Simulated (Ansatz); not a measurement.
What does this script print? It uses Ansatz's Python interface.

`cl2h2inn.xyz`
```text
6

N    -0.42730    0.88140   -0.56060
In    0.45200   -0.78780   -0.03240
Cl   -0.44200   -1.68210   -1.65190
Cl    1.05500   -0.79470    2.25810
H     0.47000    1.29250   -0.34370
H    -1.06550    1.02670    0.28420
```

`scan_cl2h2inn.py`
```python
"""Potential curve of Cl2H2InN along one bond."""

from dataclasses import dataclass

import ansatz as az
import numpy as np


@dataclass
class Options:
    basis: str = "def2-SVP"
    functional: str = "PBE0"
    vdw: str = "d4"


settings = Options()

mol = az.Crystal.molecule_from_extxyz("cl2h2inn.xyz")

symbols = [site.symbol for site in mol.cartesian_sites]
start = np.array([site.position_ang for site in mol.cartesian_sites])
axis = (start[3] - start[1]) / np.linalg.norm(start[3] - start[1])
moving = [3]
lengths, energies = [2.084, 2.179, 2.274, 2.369, 2.463, 2.558, 2.653, 2.795], []
for length in lengths:
    xyz = start.copy()
    xyz[moving] += (length - np.linalg.norm(start[3] - start[1])) * axis
    point = az.Crystal.molecule()
    for symbol, place in zip(symbols, xyz):
        point = point.atom(symbol, place.tolist())
    calc = (
        point.calculation()
        .basis(gaussian=settings.basis)
        .functional(settings.functional, dispersion=settings.vdw)
    )
    rep = calc.run(threads=1).report
    energies.append(rep["free_energy_ev"])
    print(f"r = {length:6.3f} A  E = {energies[-1]:.5f} eV  <S^2> = {abs(rep['mean_field']['state']['spin_squared']):.3f}")

# quartic fit about the minimum
fit = np.polynomial.Polynomial.fit(lengths, np.array(energies) - min(energies), 4).convert()
roots = [r.real for r in fit.deriv().roots() if abs(r.imag) < 1e-9 and fit.deriv(2)(r.real) > 0]
r_e = min(roots, key=lambda r: abs(r - lengths[int(np.argmin(energies))]))
print(f"minimum of the fit at {r_e:.4f} A, force constant {fit.deriv(2)(r_e):.2f} eV/A^2")
```

Running `python scan_cl2h2inn.py` prints:
```text
r =  2.084 A  E = -31722.20345 eV  <S^2> = 0.000
r =  2.179 A  E = -31722.63656 eV  <S^2> = 0.000
r =  2.274 A  E = -31722.83310 eV  <S^2> = 0.000
r =  2.369 A  E = -31722.86568 eV  <S^2> = 0.000
r =  2.463 A  E = -31722.78797 eV  <S^2> = 0.000
r =  2.558 A  E = -31722.63582 eV  <S^2> = 0.000
r =  2.653 A  E = -31722.43681 eV  <S^2> = 0.000
r =  2.795 A  E = -31722.09253 eV  <S^2> = 0.000
minimum of the fit at 2.3434 A, force constant 13.88 eV/A^2
```

What to keep in mind:
- Total energies depend on the basis set; only differences at equal settings carry meaning.
- The rest of the molecule is held rigid at a force-field or estimated start geometry, and the basis set is modest; single-reference methods fail as a bond breaks.
- def2 sets replace the cores of elements past krypton by effective core potentials.
- The orbitals are restricted, so S² is zero by construction.
- The whole script took 30 s on 1 thread of Arm Neoverse V1, on a shared host, peak memory 0.25 GiB.
